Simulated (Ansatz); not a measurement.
## BGeH6NSSi, SMILES [NH2][GeH]1[SiH2]B[S]1: vertical energies of changing the electron count

Run with Ansatz 0.2.0, Python API.

`bgeh6nssi.py`:
```python
from dataclasses import dataclass

import ansatz as az
from ase import Atoms


@dataclass(frozen=True)
class Options:
    basis: str = "def2-SVPD"
    xc: str = "pbe"


settings = Options()


def total_energy(molecule, charge=0, unpaired=0):
    calc = molecule.calculation().basis(gaussian=settings.basis).functional(settings.xc)
    if charge:
        calc = calc.charge(charge)
    if unpaired:
        calc = calc.spin("collinear", total=unpaired)
    return calc.run(threads=1).report["free_energy_ev"]

atoms = Atoms(["N", "Ge", "Si", "B", "S", "H", "H", "H", "H", "H", "H"], positions=[
    (-1.6576, 1.5539, -0.1435),
    (-1.0907, -0.1356, 0.1499),
    (1.0755, -0.179, 0.5219),
    (1.4865, -1.3571, -1.0119),
    (-0.3764, -1.081, -1.7282),
    (-1.6701, 2.1118, 0.7611),
    (-0.9802, 2.0659, -0.7727),
    (-1.9453, -1.0136, 1.0336),
    (1.4341, -0.8154, 1.8558),
    (1.7283, 1.1402, 0.362),
    (2.0612, -2.3472, -1.0074),
])
system = az.Crystal.molecule_from_ase(atoms)

parent = total_energy(system, 0, 0)
cation = total_energy(system, 1, 1)
print(f"E(N)   = {parent:.5f} eV")
print(f"E(N-1) = {cation:.5f} eV  (1 unpaired)")
print(f"vertical ionisation energy {cation - parent:.3f} eV")
anion = total_energy(system, -1, 1)
print(f"E(N+1) = {anion:.5f} eV  (1 unpaired)")
print(f"vertical electron affinity {parent - anion:.3f} eV" + ("" if anion < parent else " (unbound in this basis)"))
print(f"fundamental gap IP - EA = {cation + anion - 2 * parent:.3f} eV")
```

Output of `python bgeh6nssi.py`:
```text
E(N)   = -77460.11182 eV
E(N-1) = -77451.93469 eV  (1 unpaired)
vertical ionisation energy 8.177 eV
E(N+1) = -77461.10267 eV  (1 unpaired)
vertical electron affinity 0.991 eV
fundamental gap IP - EA = 7.186 eV
```

At this unrelaxed geometry removing an electron costs 8.18 eV and adding one releases 0.99 eV.

Total energies depend on the basis set; only differences at equal settings carry meaning. The geometry is a force-field or estimated start, not a minimum of this method, and the basis set is short of its limit. All parts are taken at fixed geometry, without zero-point energy. At an unrelaxed start these energies can be a whole eV from those at the minimum, and a small affinity can change sign. Hardware and time: 29 s on 1 thread of Intel(R) Xeon(R) Processor @ 2.30GHz (shared host), peak memory 0.48 GiB.
